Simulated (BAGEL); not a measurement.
**singlet [AlBr2]+ at 6 levels**

Aim: a comparison of 6 runs (HF/STO-3G, HF/3-21G, HF/6-31G*, HF/cc-pVTZ, B3LYP/6-31G*, B3LYP/cc-pVTZ) of singlet [AlBr2]+. 

Program for the calculation: BAGEL 1.2.2.

5 further runs of the same task are left out: 1 for a known fault of the program, 1 that didn't finish, 3 set aside as unsound or not needed.

**1. The system as given**

[AlBr2]+: 3 atoms, total charge +1, spin state singlet. As SMILES of the parent species, `[Br][Al][Br]`. Geometry: relaxed at PBE0-D4/def2-TZVP. That shape belongs to the parent species and isn't relaxed for this state.

Bond lengths: Br1–Al2 2.266 Å, Al2–Br3 2.266 Å. Angles: Br1–Al2–Br3 119.1°.

**2. The energy at HF/STO-3G (density fitting with qzvpp-jkfit) (run 1)**

Input file input.json:

```json
{ "bagel": [

{
  "title": "molecule",
  "basis": "sto-3g",
  "df_basis": "qzvpp-jkfit",
  "angstrom": "true",
  "geometry": [
    { "atom": "Br", "xyz": [    0.607000,    1.799800,    0.519400 ] },
    { "atom": "Al", "xyz": [    0.569000,   -0.451900,    0.265200 ] },
    { "atom": "Br", "xyz": [   -1.186900,   -1.412700,   -0.797800 ] }
  ]
},
{
  "title": "hf",
  "charge": 1
},
{
  "title": "print",
  "file": "orbitals.molden",
  "orbitals": "true"
}

]}
```

Command:

```sh
$ BAGEL_NUM_THREADS=1 BAGEL input.json > input.out
```

The program printed:

```text
* using 1 threads per process

  ===============================================================
  ===============================================================

  *** Geometry ***

  { "atom" : "Br", "xyz" : [      1.147064,      3.401129,      0.981524 ] },
  { "atom" : "Al", "xyz" : [      1.075254,     -0.853967,      0.501155 ] },
  { "atom" : "Br", "xyz" : [     -2.242916,     -2.669616,     -1.507624 ] },

  Number of auxiliary basis functions:      660

  Since a DF basis is specified, we compute 2- and 3-index integrals:
    o Being stored without compression. Storage requirement is 0.011 GB

  Number of basis functions:       45
  Number of electrons      :       83

    * METHOD: MOLECULE                             0.63

  *** RHF ***

  === Nuclear Repulsion ===
   378.3520252201

      * DIIS with orbital gradients will be used.

  === RHF iteration (sto-3g) ===
      0      -5328.11071316          0.01131362           0.11
      1      -5328.23428292          0.00472415           0.12
      2      -5328.25235628          0.00044621           0.10
      3      -5328.25268427          0.00010348           0.10
      4      -5328.25270470          0.00002550           0.11
      5      -5328.25270673          0.00000753           0.17
      6      -5328.25270694          0.00000185           0.10
      7      -5328.25270695          0.00000059           0.10
      8      -5328.25270695          0.00000006           0.10
      9      -5328.25270695          0.00000001           0.13
    * SCF iteration converged.

    * Permanent dipole moment:
           (   -1.951205,     1.466217,    -0.918642) a.u.

    * METHOD: HF                                   1.40

    * METHOD: PRINT                                0.00

  ===============================================================
```

Wall time 2.4 s (1 thread of Intel Xeon Platinum 8259CL at 2.50GHz (Skylake/Cascade Lake), shared host); peak memory 0.11 GiB.

**3. The energy at HF/3-21G (density fitting with qzvpp-jkfit) (run 2)**

Input file hf.json:

```json
{ "bagel" : [

{
  "title" : "molecule",
  "basis" : "3-21g",
  "df_basis" : "qzvpp-jkfit",
  "angstrom" : true,
  "geometry" : [
    { "atom" : "Br", "xyz" : [       0.607000,       1.799800,       0.519400 ] },
    { "atom" : "Al", "xyz" : [       0.569000,      -0.451900,       0.265200 ] },
    { "atom" : "Br", "xyz" : [      -1.186900,      -1.412700,      -0.797800 ] }
  ]
},

{ "title" : "hf", "charge" : 1 },

{ "title" : "print", "file" : "orbitals.molden", "orbitals" : true }

]}
```

Command:

```sh
$ BAGEL_NUM_THREADS=1 BAGEL hf.json > hf.out
```

The program printed:

```text
* using 1 threads per process

  ===============================================================
  ===============================================================

  *** Geometry ***

  { "atom" : "Br", "xyz" : [      1.147064,      3.401129,      0.981524 ] },
  { "atom" : "Al", "xyz" : [      1.075254,     -0.853967,      0.501155 ] },
  { "atom" : "Br", "xyz" : [     -2.242916,     -2.669616,     -1.507624 ] },

  Number of auxiliary basis functions:      660

  Since a DF basis is specified, we compute 2- and 3-index integrals:
    o Being stored without compression. Storage requirement is 0.017 GB

  Number of basis functions:       57
  Number of electrons      :       83

    * METHOD: MOLECULE                             0.49

  *** RHF ***

  === Nuclear Repulsion ===
   378.3520252201

      * DIIS with orbital gradients will be used.

  === RHF iteration (3-21g) ===
      0      -5360.39464989          0.00910381           0.15
      1      -5360.46065148          0.00421217           0.16
      2      -5360.47218683          0.00057019           0.13
      3      -5360.47256598          0.00013243           0.15
      4      -5360.47259584          0.00004669           0.15
      5      -5360.47260065          0.00001391           0.14
      6      -5360.47260109          0.00000184           0.14
      7      -5360.47260109          0.00000040           0.14
      8      -5360.47260109          0.00000015           0.15
      9      -5360.47260109          0.00000005           0.24
     10      -5360.47260109          0.00000001           0.15
    * SCF iteration converged.

    * Permanent dipole moment:
           (   -1.792514,     1.346960,    -0.843929) a.u.

    * METHOD: HF                                   1.99

    * METHOD: PRINT                                0.01

  ===============================================================
```

Run time: 2.8 s. Hardware: 1 thread of Intel Xeon Platinum 8259CL at 2.50GHz (Skylake/Cascade Lake), shared host; peak memory 0.13 GiB.

**4. The energy at HF/6-31G(d) (density fitting with qzvpp-jkfit, spherical functions) (run 3)**

Input file job.json:

```json
{ "bagel": [

{
  "title": "molecule",
  "basis": "6-31gs.json",
  "df_basis": "qzvpp-jkfit",
  "angstrom": true,
  "geometry": [
    { "atom": "Br", "xyz": [       0.607000,       1.799800,       0.519400 ] },
    { "atom": "Al", "xyz": [       0.569000,      -0.451900,       0.265200 ] },
    { "atom": "Br", "xyz": [      -1.186900,      -1.412700,      -0.797800 ] }
  ]
},

{
  "title": "hf",
  "charge": 1
},

{
  "title": "print",
  "file": "orbitals.molden",
  "orbitals": true
}

]}
```

The basis set 6-31G* is read from a file made from the Basis Set Exchange's data (not shown).

Command:

```sh
$ BAGEL_NUM_THREADS=1 BAGEL job.json > job.out
```

The program printed:

```text
* using 1 threads per process

  ===============================================================
  ===============================================================

  *** Geometry ***

  { "atom" : "Br", "xyz" : [      1.147064,      3.401129,      0.981524 ] },
  { "atom" : "Al", "xyz" : [      1.075254,     -0.853967,      0.501155 ] },
  { "atom" : "Br", "xyz" : [     -2.242916,     -2.669616,     -1.507624 ] },

  Number of auxiliary basis functions:      660

  Since a DF basis is specified, we compute 2- and 3-index integrals:
    o Being stored without compression. Storage requirement is 0.036 GB

  Number of basis functions:       82
  Number of electrons      :       83

    * METHOD: MOLECULE                             0.75

  *** RHF ***

  === Nuclear Repulsion ===
   378.3520252201

      * DIIS with orbital gradients will be used.

  === RHF iteration (6-31gs.json) ===
      0      -5385.84615591          0.00793928           0.22
      1      -5385.89960404          0.00450970           0.20
      2      -5385.91358140          0.00064750           0.21
      3      -5385.91423084          0.00023520           0.21
      4      -5385.91430305          0.00006538           0.19
      5      -5385.91431686          0.00002316           0.20
      6      -5385.91431908          0.00000713           0.21
      7      -5385.91431928          0.00000119           0.19
      8      -5385.91431928          0.00000033           0.21
      9      -5385.91431928          0.00000013           0.20
     10      -5385.91431928          0.00000003           0.21
     11      -5385.91431928          0.00000001           0.22
    * SCF iteration converged.

    * Permanent dipole moment:
           (   -1.752475,     1.316865,    -0.825080) a.u.

    * METHOD: HF                                   2.87

    * METHOD: PRINT                                0.01

  ===============================================================
```

Wall time 3.9 s (1 thread of Intel Xeon Platinum 8259CL at 2.50GHz (Skylake/Cascade Lake), shared host); peak memory 0.18 GiB.

Runs 4 to 5 aren't shown in full; the table further down has their settings and results.

**5. The energy at B3LYP/cc-pVTZ (density fitting with qzvpp-jkfit) (run 6)**

Input file job.json:

```json
{ "bagel" : [

{
  "title" : "molecule",
  "basis" : "cc-pvtz.json",
  "df_basis" : "qzvpp-jkfit",
  "angstrom" : true,
  "geometry" : [
    { "atom" : "Br", "xyz" : [    0.607000,    1.799800,    0.519400 ] },
    { "atom" : "Al", "xyz" : [    0.569000,   -0.451900,    0.265200 ] },
    { "atom" : "Br", "xyz" : [   -1.186900,   -1.412700,   -0.797800 ] }
  ]
},
{ "title" : "ks", "xc_func" : "b3lyp", "charge" : 1 },
{ "title" : "print", "file" : "orbitals.molden", "orbitals" : true }

]}
```

The basis set cc-pVTZ is read from a file made from the Basis Set Exchange's data (not shown).

Command:

```sh
$ BAGEL_NUM_THREADS=1 BAGEL job.json > job.out
```

The program printed:

```text
* using 1 threads per process

  ===============================================================
  ===============================================================

  *** Geometry ***

  { "atom" : "Br", "xyz" : [      1.147064,      3.401129,      0.981524 ] },
  { "atom" : "Al", "xyz" : [      1.075254,     -0.853967,      0.501155 ] },
  { "atom" : "Br", "xyz" : [     -2.242916,     -2.669616,     -1.507624 ] },

  Number of auxiliary basis functions:      660

  Since a DF basis is specified, we compute 2- and 3-index integrals:
    o Being stored without compression. Storage requirement is 0.076 GB

  Number of basis functions:      120
  Number of electrons      :       83

    * METHOD: MOLECULE                             1.02

  *** Kohn-Sham DFT ***

    * Removing 4097 points whose weight is below 1.00e-10
    * Grid points: 40621

  === Nuclear Repulsion ===
   378.3520252201

       - DIIS with orbital gradients will be used.

  === KS iteration (b3lyp / cc-pvtz.json) ===
      0      -5345.43107978          0.10538588           0.75
      1      -5144.72249092          0.32473062           0.60
      2      -5269.66424529          0.09323815           0.59
      3      -5047.19777550          0.28909480           0.65
      4      -5207.36887518          0.37440682           0.59
      5      -5098.17529950          0.50143542           0.63
      6      -5187.99950162          0.27428654           0.64
      7      -5199.52645080          0.24132780           0.59
      8      -5270.67151650          0.12212641           0.62
      9      -5366.64742822          0.08891167           0.59
[... 15 lines of this table left out ...]
     25      -5390.70239137          0.00000006           0.58
     26      -5390.70239137          0.00000003           0.59
     27      -5390.70239137          0.00000003           0.61
     28      -5390.70239137          0.00000001           0.58
    * SCF iteration converged.

    * Permanent dipole moment:
           (   -1.370000,     1.029459,    -0.645004) a.u.

    * METHOD: KS                                  18.48

    * METHOD: PRINT                                0.03

  ===============================================================
```

It took 20 s on 1 thread of Intel Xeon Platinum 8259CL at 2.50GHz (Skylake/Cascade Lake), shared host; peak memory 0.39 GiB.

**6. All runs side by side**

```
run                                                                 level   energy (Eh)  HOMO energy (eV)  LUMO energy (eV)  HOMO–LUMO gap (eV)  wall time
  1                          HF/STO-3G (density fitting with qzvpp-jkfit)  -5328.252707            -14.51             -4.84                9.67      2.4 s
  2                           HF/3-21G (density fitting with qzvpp-jkfit)  -5360.472601            -16.82             -7.82                8.99      2.8 s
  3     HF/6-31G* (density fitting with qzvpp-jkfit, spherical functions)  -5385.914319            -16.82             -7.76                9.05      3.9 s
  4                         HF/cc-pVTZ (density fitting with qzvpp-jkfit)  -5386.665416            -16.79             -7.62                9.17      6.3 s
  5  B3LYP/6-31G* (density fitting with qzvpp-jkfit, spherical functions)  -5389.962126            -13.77            -10.75                3.02      8.4 s
  6                      B3LYP/cc-pVTZ (density fitting with qzvpp-jkfit)  -5390.702391            -13.76            -10.64                3.11       20 s
```

**7. Summary of results**

| quantity | value |
| --- | --- |
| run 6: total energy | -5390.70239 Eh |
| run 6: HOMO energy | -13.76 eV |
| run 6: LUMO energy | -10.64 eV |
| run 6: HOMO–LUMO gap | 3.11 eV |

**Reading.** The HOMO–LUMO gap runs from 3.02 eV (B3LYP/6-31G*) to 9.67 eV (HF/STO-3G). The two ends differ in method and basis. In run 1 the basis is minimal, so the values are rough. All runs together took 44 s, the longest 20 s.
